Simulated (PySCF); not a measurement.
# Gallium Cyanide (CGaN): NMR shifts in gas and solvents

Aim: compute the NMR shifts of Gallium Cyanide (CGaN) (`N#[C][Ga]`), and see what a dielectric continuum does where one was used.

Programs: PySCF 2.14.0, with density-fitted response routines of our own. Each step states its level of theory. These are calculated values for one molecule, in the gas phase or a continuum, unless marked as measured. Atoms count from 0, in the outputs and in this text.

### 1 Starting geometry

3 atoms, charge 0, multiplicity 1; geometry from: GFN2-xTB. The atoms were then displaced at random by about 0.01 Å, so the start is not that level's minimum.

Bonds of the start (Å): N0–C1 1.13, C1–Ga2 2.12.

### 2 Geometry optimisation at PBE0-D3(BJ)/def2-TZVP

What the job is given:

```
{"job": {"xc": "PBE0", "basis": "def2-TZVP", "d3": "d3bj", "grid": 2, "shake": 0.01, "kind": "geom"}, "charge": 0, "multiplicity": 1}
N     -1.459000    -0.029010     0.001640
C     -0.325270     0.004060    -0.013860
Ga     1.790280    -0.009990    -0.006970
```

The run is started by

```sh
$ OMP_NUM_THREADS=1 python probes_run.py task.json out
```

One launch serves the whole session: the jobs run in the order shown.

The log of the run:

```text
step   0  E = -2017.35975077  max force = 0.064374
step   1  E = -2017.36077649  max force = 0.004719
step   2  E = -2017.36081436  max force = 0.001740
step   3  E = -2017.36093771  max force = 0.008186
step   4  E = -2017.36105352  max force = 0.011748
step   5  E = -2017.36118188  max force = 0.009409
step   6  E = -2017.36122113  max force = 0.003241
step   7  E = -2017.36122551  max force = 0.000256
optimisation converged
```

It took 25 s on 1 thread of Arm Neoverse V1, shared host; peak memory 0.41 GiB.

Step by step:

| step | energy from step 0 (eV) | largest force component (eV/Å) |
| --- | --- | --- |
| 0 | 0.0000 | 3.3102 |
| 1 | -0.0279 | 0.2427 |
| 2 | -0.0289 | 0.0895 |
| 3 | -0.0323 | 0.4209 |
| 4 | -0.0354 | 0.6041 |
| 5 | -0.0389 | 0.4838 |
| 6 | -0.0400 | 0.1667 |
| 7 | -0.0401 | 0.0132 |

Distances of close pairs at the start and the end, largest changes first:

| bond | before (Å) | after (Å) | change (Å) |
| --- | --- | --- | --- |
| C1–Ga2 | 2.116 | 2.078 | -0.037 |
| N0–C1 | 1.134 | 1.157 | +0.023 |

The final coordinates are the input of the step that follows.

| at the end point | value |
| --- | --- |
| point group (found at 0.08 Å tolerance) | Cinfv |
| rotational constants (GHz, main isotopes) | 3.451, 3.451 |
| dipole moment (D) | 4.16 |

### 3 Shielding tensors: PBE0/pcSseg-2

What the job is given:

```
{"job": {"kind": "nmr", "xc": "PBE0", "basis": "pcSseg-2"}, "charge": 0, "multiplicity": 1}
N     -1.409294    -0.392387     0.078645
C     -0.294310    -0.089974     0.011128
Ga     1.709552     0.447675    -0.108941
```

With the program's defaults for keys left out, this is: GIAO PBE0/pcSseg-2 NMR shielding, non-relativistic, gas phase.

The log of the run:

```text
coarse grid: 17720 points
cycle   1  E = -2017.3052389183  dE = -4.131e-01  |g| = 1.075e+00  |ddm| = 1.420e+00
cycle   2  E = -2017.0875764001  dE =  2.177e-01  |g| = 1.592e+00  |ddm| = 1.017e+00
cycle   3  E = -2017.3659468690  dE = -2.784e-01  |g| = 3.798e-01  |ddm| = 7.283e-01
cycle   4  E = -2017.3946307923  dE = -2.868e-02  |g| = 1.280e-01  |ddm| = 1.932e-01
cycle   5  E = -2017.3973178344  dE = -2.687e-03  |g| = 7.232e-03  |ddm| = 5.694e-02
cycle   6  E = -2017.3973281973  dE = -1.036e-05  |g| = 2.302e-03  |ddm| = 5.488e-03
cycle   7  E = -2017.3973294770  dE = -1.280e-06  |g| = 5.584e-04  |ddm| = 2.400e-03
final grid: 35496 points
cycle   8  E = -2017.3973438247  dE =  1.482e-07  |g| = 1.038e-03  |ddm| = 9.281e-04
cycle   9  E = -2017.3973428503  dE =  9.744e-07  |g| = 2.358e-03  |ddm| = 1.500e-03
cycle  10  E = -2017.3973440509  dE = -1.201e-06  |g| = 2.516e-04  |ddm| = 1.016e-03
cycle  11  E = -2017.3973440641  dE = -1.318e-08  |g| = 1.582e-05  |ddm| = 1.574e-04
cycle  12  E = -2017.3973440641  dE = -2.410e-11  |g| = 2.603e-06  |ddm| = 7.636e-06
converged SCF energy = -2017.3973440641

GIAO shielding tensors (ppm)
atom      isotropic    diamagn.    paramagn.     s11        s22        s33       span
  0 N      -35.691     332.048    -367.740   -224.773   -224.772    342.471    567.244
  1 C       38.160     259.690    -221.530    -85.664    -85.663    285.808    371.471
  2 Ga    1658.078    2637.396    -979.319   1167.451   1167.453   2639.330   1471.879
```

Wall time 7.2 s (1 thread of Arm Neoverse V1, shared host); peak memory 0.53 GiB.

The references, computed at this level on geometries of the same kind, shield at (ppm): ¹³C TMS 186.0, ¹⁵N NH3 263.8, ⁷¹Ga GaH4- 1718. Their shielding less the atom's gives the shift. The references are single molecules in the gas phase, so shifts against H2O, NH3, PH3, H3PO4 or CFCl3 are not on the usual liquid scales and can be off by tens of ppm. Shifts against hydride references such as AlH4− lie on their own scale.

| atoms | environment | σ (ppm) | δ (ppm) |
| --- | --- | --- | --- |
| C1 | nitrile carbon | 38.2 | 147.9 |
| N0 | nitrile nitrogen | -35.7 | 299.5 |
| Ga2 | Ga bonded to C | 1658 | 60 |

The run also stored atomic charges by several schemes (e):

| atoms | Mulliken | IAO | Hirshfeld | ESP fit |
| --- | --- | --- | --- | --- |
| N0 | -0.16 | -0.22 | -0.23 | -0.57 |
| C1 | -0.16 | -0.18 | -0.15 | 0.44 |
| Ga2 | 0.32 | 0.40 | 0.38 | 0.13 |

Mayer bond orders: N0–C1 2.98, C1–Ga2 0.74.

### 4 Nuclear shieldings: KT3/pcSseg-2

What the job is given:

```
{"job": {"kind": "nmr", "xc": "KT3", "basis": "pcSseg-2", "pop": false}, "charge": 0, "multiplicity": 1}
N     -1.409294    -0.392387     0.078645
C     -0.294310    -0.089974     0.011128
Ga     1.709552     0.447675    -0.108941
```

With the program's defaults for keys left out, this is: GIAO KT3/pcSseg-2 NMR shielding, non-relativistic, gas phase.

The log of the run:

```text
coarse grid: 17720 points
cycle   1  E = -2026.7691754028  dE = -3.810e-01  |g| = 6.949e-01  |ddm| = 1.369e+00
cycle   2  E = -2025.9180460527  dE =  8.511e-01  |g| = 1.820e+00  |ddm| = 1.353e+00
cycle   3  E = -2026.8063918247  dE = -8.883e-01  |g| = 3.826e-01  |ddm| = 1.209e+00
cycle   4  E = -2026.8254506576  dE = -1.906e-02  |g| = 2.801e-01  |ddm| = 2.622e-01
cycle   5  E = -2026.8400569963  dE = -1.461e-02  |g| = 6.149e-02  |ddm| = 1.801e-01
cycle   6  E = -2026.8411623357  dE = -1.105e-03  |g| = 1.740e-02  |ddm| = 6.181e-02
cycle   7  E = -2026.8412066541  dE = -4.432e-05  |g| = 2.906e-03  |ddm| = 1.093e-02
cycle   8  E = -2026.8412081517  dE = -1.498e-06  |g| = 3.616e-04  |ddm| = 1.935e-03
final grid: 35496 points
cycle   9  E = -2026.8412227029  dE =  6.910e-08  |g| = 6.790e-04  |ddm| = 9.494e-04
cycle  10  E = -2026.8412215626  dE =  1.140e-06  |g| = 2.327e-03  |ddm| = 1.480e-03
cycle  11  E = -2026.8412228139  dE = -1.251e-06  |g| = 1.388e-04  |ddm| = 1.012e-03
cycle  12  E = -2026.8412228187  dE = -4.825e-09  |g| = 4.624e-05  |ddm| = 1.755e-04
cycle  13  E = -2026.8412228191  dE = -3.865e-10  |g| = 2.339e-06  |ddm| = 2.447e-05
converged SCF energy = -2026.8412228191

GIAO shielding tensors (ppm)
atom      isotropic    diamagn.    paramagn.     s11        s22        s33       span
  0 N       -5.248     333.380    -338.628   -179.615   -179.613    343.485    523.101
  1 C       47.647     257.608    -209.961    -71.743    -71.743    286.427    358.170
  2 Ga    1706.100    2642.586    -936.486   1237.196   1237.197   2643.908   1406.712
```

Wall time 7.1 s (1 thread of Arm Neoverse V1, shared host); peak memory 0.49 GiB.

In short: δ C1 135.6, N0 266.3, Ga2 13 ppm.

### 5 Shielding tensors: wB97X-D/pcSseg-2

What the job is given:

```
{"job": {"kind": "nmr", "xc": "wB97X-D", "basis": "pcSseg-2", "pop": false}, "charge": 0, "multiplicity": 1}
N     -1.409294    -0.392387     0.078645
C     -0.294310    -0.089974     0.011128
Ga     1.709552     0.447675    -0.108941
```

With the program's defaults for keys left out, this is: GIAO wB97X-D/pcSseg-2 NMR shielding, non-relativistic, gas phase.

The log of the run:

```text
coarse grid: 17720 points
cycle   1  E = -2017.6957047297  dE = -4.797e-01  |g| = 1.045e+00  |ddm| = 1.412e+00
cycle   2  E = -2017.6155897096  dE =  8.012e-02  |g| = 1.327e+00  |ddm| = 8.311e-01
cycle   3  E = -2017.7891502117  dE = -1.736e-01  |g| = 1.411e-01  |ddm| = 4.751e-01
cycle   4  E = -2017.7919400520  dE = -2.790e-03  |g| = 8.999e-02  |ddm| = 8.611e-02
cycle   5  E = -2017.7933058891  dE = -1.366e-03  |g| = 9.020e-03  |ddm| = 3.899e-02
cycle   6  E = -2017.7933284206  dE = -2.253e-05  |g| = 2.706e-03  |ddm| = 1.215e-02
cycle   7  E = -2017.7933317283  dE = -3.308e-06  |g| = 3.675e-04  |ddm| = 5.149e-03
final grid: 35496 points
cycle   8  E = -2017.7934005998  dE = -8.642e-07  |g| = 5.306e-04  |ddm| = 3.072e-03
cycle   9  E = -2017.7934006164  dE = -1.651e-08  |g| = 5.685e-04  |ddm| = 5.638e-04
cycle  10  E = -2017.7934006371  dE = -2.071e-08  |g| = 8.801e-05  |ddm| = 1.946e-04
cycle  11  E = -2017.7934006387  dE = -1.656e-09  |g| = 3.105e-05  |ddm| = 1.315e-04
cycle  12  E = -2017.7934006390  dE = -2.578e-10  |g| = 2.207e-05  |ddm| = 4.691e-05
converged SCF energy = -2017.7934006390

GIAO shielding tensors (ppm)
atom      isotropic    diamagn.    paramagn.     s11        s22        s33       span
  0 N      -37.091     331.333    -368.424   -226.938   -226.934    342.600    569.538
  1 C       37.313     259.778    -222.465    -86.957    -86.956    285.853    372.810
  2 Ga    1624.293    2637.100   -1012.807   1116.721   1116.766   2639.392   1522.671
```

Wall time 6.5 s (1 thread of Arm Neoverse V1, shared host); peak memory 0.53 GiB.

Key values: δ C1 149.0, N0 299.2, Ga2 88 ppm.

### 6 Shielding tensors: B97-2/pcSseg-2

What the job is given:

```
{"job": {"kind": "nmr", "xc": "B97-2", "basis": "pcSseg-2", "pop": false}, "charge": 0, "multiplicity": 1}
N     -1.409294    -0.392387     0.078645
C     -0.294310    -0.089974     0.011128
Ga     1.709552     0.447675    -0.108941
```

Method: GIAO B97-2/pcSseg-2 NMR shielding, non-relativistic, gas phase.

The log of the run:

```text
coarse grid: 17720 points
cycle   1  E = -2018.1436707325  dE = -4.151e-01  |g| = 9.293e-01  |ddm| = 1.395e+00
cycle   2  E = -2017.8973879072  dE =  2.463e-01  |g| = 1.463e+00  |ddm| = 9.971e-01
cycle   3  E = -2018.1881386094  dE = -2.908e-01  |g| = 3.983e-01  |ddm| = 7.565e-01
cycle   4  E = -2018.2206193850  dE = -3.248e-02  |g| = 1.316e-01  |ddm| = 2.008e-01
cycle   5  E = -2018.2233127665  dE = -2.693e-03  |g| = 9.613e-03  |ddm| = 6.335e-02
cycle   6  E = -2018.2233296675  dE = -1.690e-05  |g| = 2.391e-03  |ddm| = 6.773e-03
cycle   7  E = -2018.2233309928  dE = -1.325e-06  |g| = 7.703e-04  |ddm| = 2.559e-03
final grid: 35496 points
cycle   8  E = -2018.2233247658  dE =  1.489e-07  |g| = 1.196e-03  |ddm| = 1.171e-03
cycle   9  E = -2018.2233237477  dE =  1.018e-06  |g| = 2.485e-03  |ddm| = 1.702e-03
cycle  10  E = -2018.2233250130  dE = -1.265e-06  |g| = 4.683e-04  |ddm| = 1.144e-03
cycle  11  E = -2018.2233250567  dE = -4.376e-08  |g| = 3.195e-05  |ddm| = 2.416e-04
cycle  12  E = -2018.2233250569  dE = -1.364e-10  |g| = 2.405e-06  |ddm| = 1.780e-05
converged SCF energy = -2018.2233250569

GIAO shielding tensors (ppm)
atom      isotropic    diamagn.    paramagn.     s11        s22        s33       span
  0 N      -29.641     332.399    -362.040   -215.776   -215.775    342.627    558.403
  1 C       40.479     260.143    -219.664    -82.193    -82.192    285.823    368.016
  2 Ga    1668.872    2638.605    -969.733   1183.047   1183.054   2640.515   1457.468
```

It took 4.8 s on 1 thread of Arm Neoverse V1, shared host; peak memory 0.59 GiB.

This run: δ C1 144.9, N0 291.4, Ga2 44 ppm.

### 7 Shielding tensors: WP04/pcSseg-2 in chloroform

What the job is given:

```
{"job": {"kind": "nmr", "xc": "WP04", "basis": "pcSseg-2", "pop": false, "solvent": "chloroform"}, "charge": 0, "multiplicity": 1}
N     -1.409294    -0.392387     0.078645
C     -0.294310    -0.089974     0.011128
Ga     1.709552     0.447675    -0.108941
```

Level: GIAO WP04/pcSseg-2 NMR shielding, non-relativistic, IEF-PCM chloroform.

The log of the run:

```text
coarse grid: 17720 points
cycle   1  E = -2030.3131781772  dE = -3.996e-01  |g| = 6.340e-01  |ddm| = 1.345e+00
cycle   2  E = -2030.0533271792  dE =  2.599e-01  |g| = 1.149e+00  |ddm| = 1.033e+00
cycle   3  E = -2030.3691254440  dE = -3.158e-01  |g| = 3.175e-01  |ddm| = 7.403e-01
cycle   4  E = -2030.3902674544  dE = -2.114e-02  |g| = 8.662e-02  |ddm| = 1.911e-01
cycle   5  E = -2030.3920093580  dE = -1.742e-03  |g| = 2.606e-02  |ddm| = 6.984e-02
cycle   6  E = -2030.3920631262  dE = -5.377e-05  |g| = 5.477e-03  |ddm| = 9.155e-03
cycle   7  E = -2030.3920658019  dE = -2.676e-06  |g| = 3.885e-04  |ddm| = 2.615e-03
final grid: 35496 points
cycle   8  E = -2030.3920693333  dE =  1.742e-07  |g| = 1.003e-03  |ddm| = 6.713e-04
cycle   9  E = -2030.3920679210  dE =  1.412e-06  |g| = 2.752e-03  |ddm| = 1.521e-03
cycle  10  E = -2030.3920695453  dE = -1.624e-06  |g| = 1.210e-04  |ddm| = 1.121e-03
cycle  11  E = -2030.3920695471  dE = -1.865e-09  |g| = 1.233e-05  |ddm| = 6.063e-05
cycle  12  E = -2030.3920695472  dE = -2.410e-11  |g| = 2.861e-06  |ddm| = 8.366e-06
converged SCF energy = -2030.3920695472

GIAO shielding tensors (ppm)
atom      isotropic    diamagn.    paramagn.     s11        s22        s33       span
  0 N      -27.556     332.579    -360.135   -214.005   -213.994    345.332    559.337
  1 C       28.008     259.183    -231.174   -101.165   -101.164    286.354    387.519
  2 Ga    1817.697    2643.271    -825.575   1403.659   1403.823   2645.608   1241.949
```

Run time: 4.9 s. Hardware: 1 thread of Arm Neoverse V1, shared host; peak memory 0.59 GiB.

In short: δ C1 147.1, N0 277.6, Ga2 -165 ppm.

### 8 Nuclear shieldings: wB97X-D/pcSseg-2 in chloroform

What the job is given:

```
{"job": {"kind": "nmr", "xc": "wB97X-D", "basis": "pcSseg-2", "pop": false, "solvent": "chloroform"}, "charge": 0, "multiplicity": 1}
N     -1.409294    -0.392387     0.078645
C     -0.294310    -0.089974     0.011128
Ga     1.709552     0.447675    -0.108941
```

With the program's defaults for keys left out, this is: GIAO wB97X-D/pcSseg-2 NMR shielding, non-relativistic, IEF-PCM chloroform.

The log of the run:

```text
coarse grid: 17720 points
cycle   1  E = -2017.7200932681  dE = -5.039e-01  |g| = 1.030e+00  |ddm| = 1.410e+00
cycle   2  E = -2017.6687860431  dE =  5.131e-02  |g| = 1.256e+00  |ddm| = 7.733e-01
cycle   3  E = -2017.8028532870  dE = -1.341e-01  |g| = 1.023e-01  |ddm| = 4.117e-01
cycle   4  E = -2017.8041661904  dE = -1.313e-03  |g| = 6.063e-02  |ddm| = 6.404e-02
cycle   5  E = -2017.8048225008  dE = -6.563e-04  |g| = 9.467e-03  |ddm| = 2.865e-02
cycle   6  E = -2017.8048455979  dE = -2.310e-05  |g| = 2.644e-03  |ddm| = 1.065e-02
cycle   7  E = -2017.8048489383  dE = -3.340e-06  |g| = 3.964e-04  |ddm| = 5.847e-03
final grid: 35496 points
cycle   8  E = -2017.8049193556  dE = -8.902e-07  |g| = 5.856e-04  |ddm| = 3.235e-03
cycle   9  E = -2017.8049193797  dE = -2.412e-08  |g| = 6.446e-04  |ddm| = 8.336e-04
cycle  10  E = -2017.8049194054  dE = -2.571e-08  |g| = 9.108e-05  |ddm| = 2.319e-04
cycle  11  E = -2017.8049194085  dE = -3.060e-09  |g| = 2.629e-05  |ddm| = 2.570e-04
cycle  12  E = -2017.8049194088  dE = -3.715e-10  |g| = 2.115e-05  |ddm| = 9.730e-05
converged SCF energy = -2017.8049194088

GIAO shielding tensors (ppm)
atom      isotropic    diamagn.    paramagn.     s11        s22        s33       span
  0 N      -20.241     333.423    -353.665   -202.063   -202.059    343.398    545.461
  1 C       37.978     258.754    -220.776    -85.783    -85.782    285.498    371.281
  2 Ga    1717.595    2636.692    -919.097   1256.712   1256.932   2639.140   1382.428
```

Wall time 6.6 s (1 thread of Arm Neoverse V1, shared host); peak memory 0.59 GiB.

In short: δ C1 149.1, N0 284.8, Ga2 -24 ppm.

### 9 Run by run: NMR shifts

Shifts (ppm), with basis size and wall time:

| run | C1 | N0 | Ga2 | functions | time |
| --- | --- | --- | --- | --- | --- |
| PBE0/pcSseg-2 | 147.9 | 299.5 | 60 | 135 | 7.2 s |
| KT3/pcSseg-2 | 135.6 | 266.3 | 13 | 135 | 7.1 s |
| wB97X-D/pcSseg-2 | 149.0 | 299.2 | 88 | 135 | 6.5 s |
| B97-2/pcSseg-2 | 144.9 | 291.4 | 44 | 135 | 4.8 s |
| WP04/pcSseg-2 in chloroform | 147.1 | 277.6 | -165 | 135 | 4.9 s |
| wB97X-D/pcSseg-2 in chloroform | 149.1 | 284.8 | -24 | 135 | 6.6 s |

### 10 What came out

| quantity | value |
| --- | --- |
| point group | Cinfv |
| rotational constants (main isotopes) | 3.45, 3.45 GHz |
| ¹³C shifts against TMS (PBE0/pcSseg-2) | 147.9 ppm |
| ¹⁵N shifts against NH3 (PBE0/pcSseg-2) | 299.5 ppm |
| ⁷¹Ga shifts against GaH4- (PBE0/pcSseg-2) | 60 ppm |
| range of the shift of Ga2 (wB97X-D/pcSseg-2 runs) | -24 to 88 ppm |

What this shows: Over 7 steps the energy fell by 0.040 eV; of the close pairs, C1–Ga2 changed most, 2.116 to 2.078 Å. At PBE0/pcSseg-2: The largest span, 1472 ppm, is at Ga2, where the paramagnetic term is -979 ppm. At one level, wB97X-D/pcSseg-2: Across the 2 runs the shift of Ga2 moves most, between -24 (wB97X-D/pcSseg-2 in chloroform) and 88 ppm (wB97X-D/pcSseg-2). Spin-orbit coupling is left out, which matters for shieldings and couplings at and beside the heavy atoms.
